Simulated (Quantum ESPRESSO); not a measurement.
**PtSe in Quantum ESPRESSO: the effect of functional**

The system is PtSe.

```
Pt Se
1.0
     0.00000    2.79841    2.79841
     2.79841    0.00000    2.79841
     2.79841    2.79841    0.00000
Pt Se
1 1
Cartesian
  2.7984 2.7984 2.7984
  0.0000 0.0000 0.0000
```

The cell comes from a database or a generator and needn't be the stable form of this composition.

Alike in all runs:

| Item | Value |
| --- | --- |
| Program | Quantum ESPRESSO 7.5 |
| Task | phonons |
| Cutoff | 612 eV |
| Density cutoff | 4898 eV |
| k mesh | 4 × 4 × 4, shifted |
| Occupations | fermi-dirac, width 0.05 eV |
| Spin | no spin polarisation |

Each run relaxes the cell or the atoms first.

```csv
functional,potentials or basis,relaxed volume (Å³/atom),highest phonon frequency (cm⁻¹)
LDA,GBRV 1.5 LDA,17.28,158
PBE,GBRV 1.5 PBE,?,?
PBEsol,GBRV 1.5 PBEsol,17.61,152
RPBE,GBRV 1.5 PBE,18.81,127
revPBE,GBRV 1.5 PBE,18.69,129
BLYP,GBRV 1.5 PBE,19.81,115
vdW-DF-cx,GBRV 1.5 PBE,17.81,154
```

Task: What does the run with functional PBE give?

Result: Relaxed volume 18.42 Å³/atom; highest phonon frequency 136 cm⁻¹.

Caveats: all runs use coarse meshes; the mesh is thin for the phonons of a metal; the volume moved by over 15 % at a fixed basis, so the end points are rough (some runs); the potentials were made for another functional, which shifts forces and pressure (some runs).
